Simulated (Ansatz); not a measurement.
# Al2Pt: the cost of one run

Program: Ansatz 0.2.0. Level of theory: DFT PBE, scalar-relativistic, plane waves, PAW. These are calculated values, not measurements.

**1. The structure to begin with**

The structure is cubic, space group Fm-3m (No. 225). Conventional cell: a = 5.910 Å, b = 5.910 Å, c = 5.910 Å, α = 90.00°, β = 90.00°, γ = 90.00°. Al (site symmetry -43m) has 4 Pt at 2.56 Å as nearest neighbours. Pt (site symmetry m-3m) has 8 Al at 2.56 Å as nearest neighbours.

As a file:

```cif
data_structure
_symmetry_space_group_name_H-M 'Fm-3m'
_symmetry_Int_Tables_number 225
_cell_length_a 5.9100
_cell_length_b 5.9100
_cell_length_c 5.9100
_cell_angle_alpha 90.000
_cell_angle_beta 90.000
_cell_angle_gamma 90.000
_cell_volume 206.43
loop_
_atom_site_label
_atom_site_type_symbol
_atom_site_symmetry_multiplicity
_atom_site_Wyckoff_symbol
_atom_site_fract_x
_atom_site_fract_y
_atom_site_fract_z
_atom_site_occupancy
Al1 Al 8 c 0.25000 0.75000 0.75000 1
Pt1 Pt 4 a 0.00000 0.00000 0.00000 1
```

The start is a polymorph listed in a database, not an invented cell.

**2. A first look at the guess**

input.yaml reads:

```yaml
crystal:
  lattice:
    - [0.0, 2.95499992, 2.95499992]
    - [2.95499992, 0.0, 2.95499992]
    - [2.95499992, 2.95499992, 0.0]
  atoms:
    - { symbol: Al, position: [0.25, 0.25, 0.25] }
    - { symbol: Al, position: [0.75, 0.75, 0.75] }
    - { symbol: Pt, position: [0.0, 0.0, 0.0] }
basis:
  ecutwfc: 420
kpoints:
  mp_grid: { grid: [6, 6, 6] }
hamiltonian:
  xc: pbe
scf:
  occupations: { method: gaussian, width: 0.1 }
  lower_state_search: "off"
output:
  forces: true
  stress: true
  eigenvalues: true
```

Launch:

```
ansatz run input.yaml --threads 1 --pin off --max-ram 2560MiB --backend cpu --events-out ev --progress --plain --runs-dir out
```

**Question.** How long does this run take on 1 thread of Intel Xeon at 2.70GHz, shared host, and how much memory does it need?

About 1.2 s, with a peak of 0.32 GiB.
